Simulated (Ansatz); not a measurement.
**Cl2F2Ga2H2: basis-set convergence**

An exercise on one series of results from a longer session: the logs are not shown, and one member is left open.

Program: Ansatz 0.2.0, Gaussian basis. Level of theory: one geometry, several basis sets. These are calculated values, not measurements.

The runs, in order: PBE0-D4/def2-SVP; ωB97M-V/def2-SVP; PBE0-D4/def2-QZVPP; ωB97M-V/def2-QZVPP; the functionals' def2-TZVPP values are taken from earlier runs.

## The geometry

All runs share one geometry, relaxed beforehand with PBE0-D4 in a triple-zeta def2 set.

SMILES `[F][Ga@H-]1[Cl+][Ga@@H-]([F])[Cl+]1`, 8 atoms, charge 0, spin multiplicity 1.

Atoms are counted from 1 here; the program's logs count them from 0.

Bond lengths: F1–Ga2 1.744 Å, Ga2–Cl3 2.332 Å, Ga2–Cl6 2.332 Å, Ga2–H7 1.540 Å, Cl3–Ga4 2.332 Å, Ga4–F5 1.744 Å, Ga4–Cl6 2.332 Å, Ga4–H8 1.540 Å. Angles: F1–Ga2–Cl3 104.7°, F1–Ga2–Cl6 104.7°, F1–Ga2–H7 126.0°, Cl3–Ga2–Cl6 90.7°, Cl3–Ga2–H7 112.4°, Cl6–Ga2–H7 112.4°, Ga2–Cl3–Ga4 89.3°, Cl3–Ga4–F5 104.7°, Cl3–Ga4–Cl6 90.7°, Cl3–Ga4–H8 112.4°, F5–Ga4–Cl6 104.7°, F5–Ga4–H8 126.0°, Cl6–Ga4–H8 112.4°, Ga2–Cl6–Ga4 89.3°.

As a file:

| atom | x (Å) | y (Å) | z (Å) |
| --- | --- | --- | --- |
| F1 | 2.73553 | -0.00315 | 0.17124 |
| Ga2 | 1.25386 | 0.55213 | 0.90359 |
| Cl3 | -0.11275 | -1.33534 | 0.98041 |
| Ga4 | -1.35361 | -0.47603 | -0.79663 |
| F5 | -0.86542 | -1.42304 | -2.17680 |
| Cl6 | 0.00600 | 1.41676 | -0.86594 |
| H7 | 1.13869 | 1.41132 | 2.17695 |
| H8 | -2.80230 | -0.14265 | -0.39282 |

Set-up of the first run:

File in.yaml:

```yaml
crystal:
  periodic: [false, false, false]
  atoms:
    - {symbol: F, position_ang: [2.735532, -0.003146, 0.171241]}
    - {symbol: Ga, position_ang: [1.253857, 0.552130, 0.903589]}
    - {symbol: Cl, position_ang: [-0.112752, -1.335340, 0.980411]}
    - {symbol: Ga, position_ang: [-1.353610, -0.476029, -0.796634]}
    - {symbol: F, position_ang: [-0.865425, -1.423042, -2.176804]}
    - {symbol: Cl, position_ang: [0.005997, 1.416763, -0.865935]}
    - {symbol: H, position_ang: [1.138689, 1.411317, 2.176946]}
    - {symbol: H, position_ang: [-2.802299, -0.142653, -0.392823]}
basis:
  gaussian: {orbitals: def2-SVP}
hamiltonian: {xc: pbe0, dispersion: d4}
output: {orbitals: {seedname: orbitals}}
```

Command:

```bash
$ ansatz run in.yaml --threads 4 --pin off --events-out ev --progress --plain --max-ram 10444MiB
```

Among the steps run: PBE0-D4 in def2-SVP; ωB97M-V in def2-SVP; PBE0-D4 in def2-QZVPP; ωB97M-V in def2-QZVPP.

One of the session's tables, all rows but one given; the rest of the session is left out.

It belongs to the step «Functionals by basis». 

| functional | basis | HOMO (eV) |
| --- | --- | --- |
| PBE0-D4 | def2-SVP | -9.80 |
| PBE0-D4 | def2-TZVPP | -9.84 |
| PBE0-D4 | def2-QZVPP | -9.86 |
| ωB97M-V | def2-SVP | -11.96 |
| ωB97M-V | def2-TZVPP | -12.04 |
| ωB97M-V | def2-QZVPP | ? |

Q: Estimate the row for ωB97M-V, def2-QZVPP from the others.

The run gave: HOMO (eV): -12.07. In the column «HOMO (eV)» it is the lowest.
